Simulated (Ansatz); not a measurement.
**BrHSSi: up Jacob's ladder to CCSD(T)**

The task here is to estimate one member of a computed series from the others.

Program: Ansatz 0.2.0, Gaussian basis. Level of theory: functionals in def2-TZVPP, the program's frozen cores in correlated methods. These are calculated values, not measurements.

Levels to be run: LDA (SPW92), PBE-D4, revPBE-D4, BLYP-D4, r2SCAN-D4, B97M-V, PBE0-D4, B3LYP-D4, r2SCANh-D4, r2SCAN0-D4, HSE06-D4, BHLYP-D4, CAM-B3LYP-D4, LC-ωPBE, ωB97X-V, ωB97M-V, B2PLYP, PBE-QIDH; CCSD(T)/def2-SVP; CCSD(T)/def2-TZVPP; MP2/def2-QZVPP; extrapolation to the limit; RPA on PBE.

## The geometry

All runs share one geometry, relaxed beforehand with PBE0-D4 in a triple-zeta def2 set.

SMILES `S[Si]Br`, 4 atoms, charge 0, spin multiplicity 1.

Atoms are counted from 1 here; the program's logs count them from 0.

Bond lengths: S1–Si2 2.132 Å, S1–H4 1.347 Å, Si2–Br3 2.258 Å. Angles: Si2–S1–H4 93.1°, S1–Si2–Br3 97.0°.

Set-up of the first run:

Input file in.yaml:

```yaml
crystal:
  periodic: [false, false, false]
  atoms:
    - {symbol: S, position_ang: [-0.100118, 0.958925, -0.584678]}
    - {symbol: Si, position_ang: [-0.298762, -0.908871, 0.423813]}
    - {symbol: Br, position_ang: [1.856498, -1.105416, 1.067320]}
    - {symbol: H, position_ang: [-1.402118, 0.995063, -0.926655]}
basis:
  gaussian: {orbitals: def2-TZVPP}
hamiltonian: {xc: lda}
output: {orbitals: {seedname: orbitals}}
```

Steps of the session up to this table: LDA; PBE-D4 (GGA); revPBE-D4 (GGA); BLYP-D4 (GGA); r2SCAN-D4 (meta-GGA); B97M-V (meta-GGA); PBE0-D4 (hybrid); B3LYP-D4 (hybrid); r2SCANh-D4 (hybrid); r2SCAN0-D4 (hybrid); HSE06-D4 (hybrid); BHLYP-D4 (hybrid); CAM-B3LYP-D4 (range-separated); LC-ωPBE-D4 (range-separated; the results give it without D4); ωB97X-V (range-separated); ωB97M-V (range-separated); B2PLYP (double hybrid); PBE-QIDH (double hybrid).

One of the session's tables, all rows but one given; the rest of the session is left out.

It belongs to the step «Orbital energies across the functionals». 

| functional | HOMO (eV) | LUMO (eV) | gap (eV) |
| --- | --- | --- | --- |
| LDA (SPW92) | -6.26 | -3.49 | 2.77 |
| PBE-D4 | -6.14 | -3.32 | 2.82 |
| revPBE-D4 | -6.10 | -3.26 | 2.83 |
| BLYP-D4 | -5.99 | -3.15 | 2.84 |
| r2SCAN-D4 | -6.36 | -3.28 | 3.08 |
| B97M-V | -6.41 | -3.18 | 3.23 |
| PBE0-D4 | -7.20 | -2.60 | 4.60 |
| B3LYP-D4 | -7.00 | -2.74 | 4.26 |
| r2SCANh-D4 | -6.75 | -3.00 | 3.75 |
| r2SCAN0-D4 | -7.33 | -2.57 | 4.76 |
| HSE06-D4 | -6.81 | -2.97 | 3.83 |
| BHLYP-D4 | -8.13 | -1.70 | 6.43 |
| CAM-B3LYP-D4 | ? | ? | ? |
| LC-ωPBE | -9.70 | -0.54 | 9.15 |
| ωB97X-V | -9.37 | -0.57 | 8.80 |
| ωB97M-V | -9.21 | -0.64 | 8.57 |

Estimate the missing values for CAM-B3LYP-D4.

**Answer.** HOMO (eV): -8.43; LUMO (eV): -1.52; gap (eV): 6.90. In the column «HOMO (eV)» it lies between ωB97M-V (-9.21) and BHLYP-D4 (-8.13).
